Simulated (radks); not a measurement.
# Ni in [Ar] 3d8 4s2: an all-electron calculation

One table from this session's results is given with a row withheld; the runs are named, their logs left out.

Program: radks (a radial shooting solver on a logarithmic mesh, Libxc functionals) version 1. Level of theory: scalar-relativistic Kohn-Sham, TASK exchange with Perdew-Wang LDA correlation, spin-polarised, spherical densities, finite nucleus; open shells are filled with parallel spins first. These are calculated values, not measurements, unless marked.

**Starting point**

```
element            : nickel (Z = 28)
charge             : 0
electrons          : 28
configuration      : [Ar] 3d8 4s2
nuclear rms radius : 3.7757 fm
```

Outer shells as boxes (Hund's rule):

Ni
```
[Ar] core
3d [↑↓][↑↓][↑↓][↑ ][↑ ]
4s [↑↓]
```

The first run:

Input:

```text
Z 28
configuration [Ar] 3d8 4s2 4p0 5s0
relativity scalar-relativistic
functional task,pw
spin polarised
nucleus finite rms 3.7757 fm
c 137.035999084
```

On the command line:

```bash
$ python run_ks.py task.json out
```

All runs below come from this command, one after another.

Steps of the session up to this table: Self-consistent calculation.

One of the session's tables, all rows but one given; the rest of the session is left out.

It belongs to the step «Radial structure». Sizes of the orbitals, from the radial functions (bohr):

| level | <r> | outermost maximum (interpolated) | 90 % within | nodes |
| --- | --- | --- | --- | --- |
| 1s down | 0.05418 | 0.0354 | 0.0968 | 0 |
| 1s up | 0.05418 | 0.0354 | 0.0968 | 0 |
| 2s up | 0.2453 | 0.205 | 0.380 | 1 |
| 2s down | 0.2450 | 0.205 | 0.380 | 1 |
| 2p up | 0.2156 | 0.165 | 0.353 | 0 |
| 2p down | 0.2153 | 0.165 | 0.352 | 0 |
| 3s up | 0.7426 | 0.640 | 1.11 | 2 |
| 3s down | 0.7447 | 0.641 | 1.12 | 2 |
| 3p up | 0.7799 | 0.648 | 1.20 | 1 |
| 3p down | ? | ? | ? | ? |
| 3d up | 0.9800 | 0.631 | 1.71 | 0 |
| 3d down | 1.032 | 0.638 | 1.83 | 0 |
| 4s up | 2.717 | 2.22 | 4.15 | 3 |
| 4s down | 2.850 | 2.33 | 4.35 | 3 |

Estimate the missing values for 3p down.

As computed: <r>: 0.7832; outermost maximum (interpolated): 0.649; 90 % within: 1.21; nodes: 1. In the column «<r>» it lies between 3p up (0.7799) and 3d up (0.9800).

To keep in mind: Open shells are spherical and high-spin; term and fine-structure splittings are not resolved.
